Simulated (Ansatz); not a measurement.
# B4Pb5O11: the cost of one run

All numbers below are computed with Ansatz 0.2.0 (DFT PBE, scalar-relativistic, plane waves, PAW).

### 1 The system as given

The cell holds 20 atoms (B4O11Pb5): a = 6.970 Å, b = 6.799 Å, c = 6.978 Å, α = 90.71°, β = 94.91°, γ = 92.82°.

It is the last frame of an earlier stage of the same melt, run at 300 K.

The coordinates stand in the first input below.

### 2 Relaxing on a coarse mesh

Cell and atoms move without symmetry, on a coarse mesh with loose thresholds.

input.yaml

```yaml
crystal:
  lattice:
    - [6.960996, -0.170274, -0.299495]
    - [-0.170274, 6.796911, -0.046441]
    - [-0.299495, -0.046441, 6.971227]
  atoms:
    - { symbol: Pb, position: [0.6182964231, 0.1867259514, 0.1783221002] }
    - { symbol: Pb, position: [0.4585408087, 0.642495052, 0.4264186663] }
    - { symbol: Pb, position: [0.1663272537, 0.2775059252, 0.9893033757] }
    - { symbol: Pb, position: [0.7888067531, 0.4839895982, 0.8814591931] }
    - { symbol: Pb, position: [0.0139967493, 0.9050990963, 0.454484038] }
    - { symbol: O, position: [0.259741727, 0.3247528198, 0.3177159916] }
    - { symbol: O, position: [0.0820935829, 0.639234781, 0.0257587162] }
    - { symbol: O, position: [0.6314934483, 0.0875438299, 0.7997121609] }
    - { symbol: O, position: [0.9088362841, 0.9569683404, 0.9770339835] }
    - { symbol: O, position: [0.6822630107, 0.0507877922, 0.4709176582] }
    - { symbol: O, position: [0.1664646569, 0.5272135974, 0.5832008] }
    - { symbol: O, position: [0.1422505582, 0.1578613021, 0.5927276918] }
    - { symbol: O, position: [0.1868952496, 0.9718105252, 0.1653318192] }
    - { symbol: O, position: [0.669969251, 0.5172433455, 0.1623892282] }
    - { symbol: O, position: [0.6847453316, 0.7455060106, 0.7557465598] }
    - { symbol: O, position: [0.576824141, 0.3586026229, 0.5884003358] }
    - { symbol: B, position: [0.071387939, 0.8387661786, 0.0577290523] }
    - { symbol: B, position: [0.6246081471, 0.1662326329, 0.6068736363] }
    - { symbol: B, position: [0.747577686, 0.9193043497, 0.8392891747] }
    - { symbol: B, position: [0.1878590691, 0.3414614438, 0.4973509417] }
  symmetry: { detect: false }
basis:
  ecutwfc: 420
kpoints:
  mp_grid: { grid: [1, 1, 1], shift: [0.25, 0.25, 0.25] }
hamiltonian:
  xc: pbe
scf:
  occupations: { method: gaussian, width: 0.1 }
  lower_state_search: "off"
output:
  forces: true
  stress: true
  eigenvalues: true
relax:
  adjacent_minimum: "off"
  f_tol: 0.04
  max_steps: 70
  cell: { stress_tol: 0.3 }
```

Launch:

```console
$ ansatz run input.yaml --threads 2 --pin off --max-ram 5120MiB --backend cpu --events-out ev --progress --plain --runs-dir out
```

**Question.** How long does this run take on 2 threads of Arm Neoverse V1, shared host, and how much memory does it need?

About 3.3 min, with a peak of 0.52 GiB.
